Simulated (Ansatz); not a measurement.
## Sr3Ce, space group P6_3/mmc: a conversion between chain and input file, step by step

Computed with the Ansatz DFT code, driven from Python.

Contents of `sr3ce.yaml`:
```yaml
crystal:
  lattice:
    - [8.193236, 0.0, 0.0]
    - [-4.096618, 7.095551, 0.0]
    - [0.0, 0.0, 6.489148]
  atoms:
    - { symbol: Sr, position: [0.341114, 0.170557, 0.75] }
    - { symbol: Sr, position: [0.829443, 0.170557, 0.75] }
    - { symbol: Sr, position: [0.829443, 0.658886, 0.75] }
    - { symbol: Sr, position: [0.658886, 0.829443, 0.25] }
    - { symbol: Sr, position: [0.170557, 0.829443, 0.25] }
    - { symbol: Sr, position: [0.170557, 0.341114, 0.25] }
    - { symbol: Ce, position: [0.666667, 0.333333, 0.25], spin: 1.0 }
    - { symbol: Ce, position: [0.333333, 0.666667, 0.75], spin: 1.0 }
magnetization:
  spin_polarized: true
kpoints:
  mp_grid: { kspacing: 0.3 }
hamiltonian:
  xc: pbe
scf:
  occupations: { method: cold, width: 0.05 }
basis:
  ecutwfc: 470
output:
  forces: true
  stress: true
relax:
  f_tol: 0.02
  cell: {}
```

Run as a notebook:

In [1]:
```python
import ansatz as az
```

In [2]:
```python
base = az.Calculation.from_yaml('sr3ce.yaml')
print(base.to_python())
```
```text
(
    az.Lattice.of(((8.193236, 0.0, 0.0), (-4.096618, 7.095551, 0.0), (0.0, 0.0, 6.489148)))
    .atom("Sr", (0.341114, 0.170557, 0.75))
    .atom("Sr", (0.829443, 0.170557, 0.75))
    .atom("Sr", (0.829443, 0.658886, 0.75))
    .atom("Sr", (0.658886, 0.829443, 0.25))
    .atom("Sr", (0.170557, 0.829443, 0.25))
    .atom("Sr", (0.170557, 0.341114, 0.25))
    .atom("Ce", (0.666667, 0.333333, 0.25), moment=1.0)
    .atom("Ce", (0.333333, 0.666667, 0.75), moment=1.0)
    .calculation()
    .basis(cutoff=470.0)
    .kpoints(spacing=0.3)
    .functional("pbe")
    .spin("collinear")
    .occupations(method="cold", width=0.05)
    .relax(force_tolerance=0.02, cell=True)
    .forces()
    .stress()
)
```

The input is only written out: it wasn't run, and its settings aren't tested. The structure comes from a database and needn't be a stable phase.
